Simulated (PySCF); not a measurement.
# CH₅AsGeN₂: geometry, electronic excitations

Wanted: the electronic excitations of CH₅AsGeN₂ (`N#[C][Ge@H]([NH2])[AsH2]`), by calculation.

The runs use PySCF 2.14.0, with density-fitted response routines of our own; the level of theory stands in each step. All values are computed, except where a source is named. Atoms are numbered from 0 throughout.

### 1 Starting geometry

10 atoms, charge 0, multiplicity 1; geometry from: GFN2-xTB.

Bonds of the start (Å): N0–C1 1.15, C1–Ge2 1.94, Ge2–N3 1.82, Ge2–As4 2.39, Ge2–H5 1.55, N3–H6 1.01, N3–H7 1.01, As4–H8 1.50, As4–H9 1.50.

### 2 Optimising the geometry at PBE0-D3(BJ)/def2-SVP

The job: settings as JSON, then the geometry in Å.

```
{"job": {"xc": "PBE0", "basis": "def2-SVP", "d3": "d3bj", "grid": 1, "kind": "geom"}, "charge": 0, "multiplicity": 1}
N     -0.206338     2.776070    -0.938147
C     -0.206521     1.647191    -0.746171
Ge    -0.116398    -0.261842    -0.437598
N     -1.521090    -0.530110     0.692748
As     1.883649    -1.037779     0.624681
H     -0.402457    -0.787928    -1.863366
H     -1.604866    -1.443428     1.115735
H     -2.437540    -0.228254     0.393927
H      1.883572     0.174935     1.506290
H      2.736872    -0.304202    -0.370626
```

**Question.** This job is followed by: TDDFT PBE0/aug-cc-pVDZ, vertical, gas phase, core orbitals frozen in the response; TDDFT PBE0/def2-TZVPD, vertical, gas phase, core orbitals frozen in the response. What will the session give for the following? point group; rotational constants (main isotopes); lowest singlet (PBE0/aug-cc-pVDZ); brightest single state of those computed; lowest triplet; range of the lowest singlet.

As calculated:

| quantity | value |
| --- | --- |
| point group | C1 |
| rotational constants (main isotopes) | 3.10, 1.20, 0.95 GHz |
| lowest singlet (PBE0/aug-cc-pVDZ) | 5.63 eV (220 nm), f = 0.019 |
| brightest single state of those computed | state 4, 6.28 eV, f = 0.116 |
| lowest triplet | 4.98 eV |
| range of the lowest singlet | 5.63 to 5.68 eV |

What this shows: Relaxing lowered the energy by 0.091 eV in 13 steps; the close pair that moved most is As4–H8, from 1.499 to 1.523 Å. The lowest singlet, at 5.63 eV, is HOMO→LUMO 0.79, HOMO→LUMO+1 0.08 and is weak; of the 10 states computed, the strongest absorption comes from state 4 at 6.28 eV. The lowest triplet lies 0.65 eV below the lowest singlet (triplets in Tamm-Dancoff, singlets in full TDDFT). The lowest singlet runs from 5.63 eV (PBE0/aug-cc-pVDZ) to 5.68 eV (PBE0/def2-TZVPD), while the orbital gap spans 6.76 to 6.82 eV. The lowest state need not be the same one in every run.
